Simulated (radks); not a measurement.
**Pm⁺ in [Xe] 4f5 6s1: an all-electron calculation**

Wanted: eigenvalues, radial structure and energy terms of the promethium ion Pm+.

The numbers are computed with radks (a radial shooting solver on a logarithmic mesh, Libxc functionals) version 1 (Dirac Kohn-Sham, PBE, spin-unpolarised, spherical densities, point nucleus; open shells fill j = l - 1/2 first), except any that are marked as measured or tabulated.

### Step 1. What is computed

| Quantity | Value |
| --- | --- |
| element | promethium (Z = 61) |
| charge | +1 |
| electrons | 60 |
| configuration | [Xe] 4f5 6s1 |

### Step 2. Self-consistent calculation

The run's settings:

```text
Z 61
configuration [Xe] 4f5 6s1 5d0 6p0 7s0 5f0
relativity Dirac
functional pbe,pbe
spin unpolarised
j_filling energy
nucleus point
c 137.035999084
```

Q: Predict the outcome of this run.

The runs gave:

| quantity | value |
| --- | --- |
| total energy | -10026.9594 hartree |
| exchange-correlation share of it | 2.29 % |
| −T/E | 1.0815 |
| highest occupied level | 4f5/2, -8.243 eV |
| most extended occupied level | 6s1/2, <r> = 3.97 bohr |
| radius at density 0.001 e/bohr³ | 4.57 bohr |
| maxima of the radial density | 4 |
| ionisation energy, NIST | 10.94 (semi-emp.) eV |

**Reading.** The radial density shows 4 maxima for 6 occupied principal shells; where shells overlap, one shows as a shoulder or not at all. −T/E is 1.081: with relativity the kinetic term as defined here no longer equals −E. Minus the highest eigenvalue, 8.243 eV, is 75 % of the tabulated ionisation energy (10.94 eV); the potential of a semilocal functional falls off too fast, so its top eigenvalue is too shallow. Spin polarisation and multiplet splitting are left out.
